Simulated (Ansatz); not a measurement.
BFH4Si, SMILES FB[SiH3]: the interaction energy of a dimer with the counterpoise correction, run with the Ansatz DFT code, driven from Python.

`run_dimer.py`:
```python
"""Interaction energy of two BFH4Si molecules, with the counterpoise correction."""

import ansatz as az

BASIS = "def2-SVP"
FUNCTIONAL = "r2scan"

FIRST = [
    ("F", (-1.0283, -1.5282, 1.2716)),
    ("B", (-0.221, -1.1004, 0.1643)),
    ("Si", (0.1269, 0.7791, -0.1705)),
    ("H", (0.3301, -1.9126, -0.5376)),
    ("H", (1.054, 0.8976, -1.3361)),
    ("H", (0.8102, 1.3716, 1.0271)),
    ("H", (-1.0716, 1.4927, -0.419)),
]
SECOND = [
    ("F", (-1.7174, -5.3216, -0.0491)),
    ("B", (-0.698, -4.4624, -0.5814)),
    ("Si", (0.0177, -4.7231, -2.3662)),
    ("H", (-0.3221, -3.5022, 0.0453)),
    ("H", (0.9966, -3.6326, -2.6571)),
    ("H", (-1.1003, -4.62, -3.362)),
    ("H", (0.6378, -5.9903, -2.4969)),
]

def energy(atoms, ghosts=()):
    molecule = az.Crystal.molecule()
    for symbol, xyz in atoms:
        molecule = molecule.atom(symbol, xyz)
    calc = (
        molecule.calculation()
        .basis(gaussian=BASIS)
        .functional(FUNCTIONAL)
    )
    deck = calc.input()
    if ghosts:
        deck = deck.set(az.key.basis.gaussian.ghost_atoms, [{"symbol": s, "position_ang": list(xyz)} for s, xyz in ghosts])
    return az.Session.from_dict(deck).plan().execute().report["free_energy_ev"]

# monomers in their own basis and in the basis of the dimer
both = energy(FIRST + SECOND)
alone = energy(FIRST) + energy(SECOND)
ghosted = energy(FIRST, SECOND) + energy(SECOND, FIRST)
print(f"dimer {both:.6f} eV")
print(f"interaction, uncorrected   {(both - alone):8.3f} eV")
print(f"interaction, counterpoise  {(both - ghosted):8.3f} eV")
print(f"basis-set superposition    {(alone - ghosted):8.3f} eV")
```

How large is the interaction at this pose, and how much of it is basis-set superposition?

Uncorrected it is 0.170 eV, with the counterpoise correction 0.202 eV; the difference, 0.03 eV, is the superposition error. In this basis both values are repulsive.

The run itself:

Output of `python run_dimer.py`:
```text
dimer -22656.677460 eV
interaction, uncorrected      0.170 eV
interaction, counterpoise     0.202 eV
basis-set superposition       0.031 eV
```

Reading the output:
- Total energies depend on the basis set; only differences at equal settings carry meaning.
- The dimer is a generated trial pose of unrelaxed monomers, not a minimum, so the figure is no binding energy, and the basis set is small.
- This level lacks the dispersion part of the attraction (electrostatics and induction are there), which can decide the sign where the interaction is weak.
- The whole script took 14 s on 1 thread of Intel(R) Xeon(R) Processor @ 2.30GHz, on a shared host, peak memory 0.29 GiB.
